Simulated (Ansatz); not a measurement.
# In(H2S)H3 (InH5S): a short trajectory

What does In(H2S)H3 (InH5S) do in its first 15 fs with a Nosé-Hoover thermostat, with the temperature set to 700 K?

Program: Ansatz 0.2.0, Gaussian basis. Level of theory: BLYP/def2-SVP with D4 dispersion. These are calculated values, not measurements.

2 further runs of the same task are left out: 2 set aside as unsound or not needed. Runs told in other sessions of the task aren't counted.

### 1 Structure used throughout

An earlier r2SCAN-D4 in a triple-zeta def2 set relaxation fixed the geometry. In takes the def2 core potential; no spin-orbit term is included.

7 atoms, charge 0, spin multiplicity 1.

Atoms are counted from 1 here; the program's logs count them from 0.

Bond lengths: In1–S2 2.848 Å, In1–H5 1.726 Å, In1–H6 1.730 Å, In1–H7 1.726 Å, S2–H3 1.344 Å, S2–H4 1.344 Å. Angles: S2–In1–H5 94.0°, S2–In1–H6 94.8°, S2–In1–H7 94.0°, H5–In1–H6 119.2°, H5–In1–H7 120.0°, H6–In1–H7 119.1°, In1–S2–H3 94.5°, In1–S2–H4 94.5°, H3–S2–H4 92.3°.

### 2 Dynamics

Input file in.yaml:

```yaml
crystal:
  periodic: [false, false, false]
  atoms:
    - {symbol: In, position_ang: [0.121722, -0.201920, -1.201930]}
    - {symbol: S, position_ang: [0.153761, -0.268328, 1.645341]}
    - {symbol: H, position_ang: [0.521202, 1.017816, 1.777408]}
    - {symbol: H, position_ang: [-1.149280, 0.035513, 1.772093]}
    - {symbol: H, position_ang: [1.842105, -0.185841, -1.341999]}
    - {symbol: H, position_ang: [-0.746290, 1.291430, -1.303323]}
    - {symbol: H, position_ang: [-0.743230, -1.688670, -1.347591]}
basis:
  gaussian: {orbitals: def2-SVP}
hamiltonian: {xc: {name: BLYP}, dispersion: d4}
md: {timestep: 1 fs, n_steps: 15, ensemble: nvt_nose_hoover, temperature: 700, initial_velocities: maxwell_boltzmann, seed: 66}
scf: {omitted_lower_state_checks: [starts]}
```

The run is started by

```sh
$ ansatz run in.yaml --threads 4 --pin off --events-out ev --progress --plain --max-ram 3916MiB
```

What it wrote, shortened:

```text
Functional definition: BLYP
  name "BLYP"
  cite "Becke, Phys. Rev. A 38, 3098 (1988) doi:10.1103/PhysRevA.38.3098"
  cite "Lee, Yang & Parr, Phys. Rev. B 37, 785 (1988) doi:10.1103/PhysRevB.37.785"
[...]
811 factors; their error is unknown
[...]
mean field -16084.39076953 eV, -591.0904583887 hartree, gradient 4.8e-5 eV, S^2 0.000000; 0 other end points of the search recorded, 0 dependent functions left out
[...]
reference -16084.39112943 eV, -591.0904716146 hartree; 21, 21 occupied and 48, 48 virtual orbitals, 811 factors
md step     0: t =     0.00 fs  T =   700.0 K  F+E_penalty+E_count = -16084.63639341 eV  E_kin = 0.452410 eV  conserved = -16084.18398341 eV  (21 SCF iters)
[...]
md step     4: t =     4.00 fs  T =   512.5 K  F+E_penalty+E_count = -16084.51319445 eV  E_kin = 0.331227 eV  conserved = -16084.18200414 eV  (25 SCF iters, 3 dispersion substeps)
[...]
md step     8: t =     8.00 fs  T =   349.9 K  F+E_penalty+E_count = -16084.40663319 eV  E_kin = 0.226112 eV  conserved = -16084.18079910 eV  (25 SCF iters, 3 dispersion substeps)
[...]
md step    12: t =    12.00 fs  T =   398.7 K  F+E_penalty+E_count = -16084.44033473 eV  E_kin = 0.257669 eV  conserved = -16084.18355625 eV  (25 SCF iters, 3 dispersion substeps)
[...]
md step    14: t =    14.00 fs  T =   287.6 K  F+E_penalty+E_count = -16084.36594403 eV  E_kin = 0.185859 eV  conserved = -16084.18136667 eV  (25 SCF iters, 3 dispersion substeps)
[...]
md step    15: t =    15.00 fs  T =   242.8 K  F+E_penalty+E_count = -16084.33582866 eV  E_kin = 0.156920 eV  conserved = -16084.18036964 eV  (11 SCF iters, 3 dispersion substeps)
Total energy: -16084.33618901 eV, -591.0884525915 hartree
Atom 0 at     0.114225    -0.205808    -1.217545 Å, force     1.965074     1.540317    -0.251924 eV/Å
Atom 1 at     0.154847    -0.271361     1.725933 Å, force     0.352816    -0.804945    -0.015796 eV/Å
Atom 2 at     0.670777     0.964207     1.688678 Å, force     0.284455     0.575841     0.006928 eV/Å
Atom 3 at    -1.064261     0.192720     1.445843 Å, force    -0.790943     0.282509     0.069142 eV/Å
Atom 4 at     1.938803     0.114582    -1.400739 Å, force    -0.640251    -0.344588     0.170813 eV/Å
Atom 5 at    -0.516971     1.405273    -1.353824 Å, force    -0.465542     0.106629     0.186689 eV/Å
Atom 6 at    -0.484435    -1.667160    -1.607992 Å, force    -0.705610    -1.355763    -0.165853 eV/Å
Dipole moment:    -0.287967     0.082074     0.635496 e Å
Checks for a lower state left out: starts
```

Run time: 8 s. Hardware: 4 threads of Arm Neoverse V1, shared host.

### 3 Frames and traces

Step by step, with energies from the first frame:

```csv
time (fs),T (K),potential (meV),conserved (meV),In1–H7 (Å)
0.0,700,0.0,0.00,1.726
1.0,678,15.1,0.97,1.766
2.0,630,47.1,1.76,1.805
3.0,573,84.4,1.96,1.840
4.0,512,123.2,1.98,1.868
5.0,452,162.8,2.25,1.886
6.0,397,198.8,2.76,1.894
7.0,360,223.2,3.18,1.890
8.0,350,229.8,3.18,1.876
9.0,366,218.7,2.61,1.851
10.0,395,199.4,1.61,1.817
11.0,412,187.2,0.66,1.777
12.0,399,196.1,0.43,1.733
13.0,350,228.3,1.23,1.690
14.0,288,270.4,2.62,1.653
15.0,243,300.6,3.61,1.627
```

Positions (Å) and forces (eV/Å) at 15.0 fs:

```xyz
7

In    0.114   -0.206   -1.218    1.965    1.540   -0.252
S     0.155   -0.271    1.726    0.353   -0.805   -0.016
H     0.671    0.964    1.689    0.284    0.576    0.007
H    -1.064    0.193    1.446   -0.791    0.283    0.069
H     1.939    0.115   -1.401   -0.640   -0.345    0.171
H    -0.517    1.405   -1.354   -0.466    0.107    0.187
H    -0.484   -1.667   -1.608   -0.706   -1.356   -0.166
```

### 4 Outcome

```
                              quantity                          value
                                length             15 steps of 1.0 fs
     temperature, first and last frame                     700, 243 K
              temperature, second half  mean 350 K, from 243 to 412 K
                swing of the potential                        301 meV
largest change of the conserved energy                       3.61 meV
                       range of In1–H7               1.627 to 1.894 Å
```

**Reading.** From 700 K at the start the temperature swings between 243 and 700 K: with 7 atoms it has no steady value yet; energy flows between kinetic and potential parts, and any thermostat adds or takes heat. The conserved energy moves by 3.61 meV, 1.2 % of the potential's swing, so the step is short enough for this stretch. In1–H7 swings most, by 0.27 Å; no bond breaks. A run of 15 fs gives no averages.
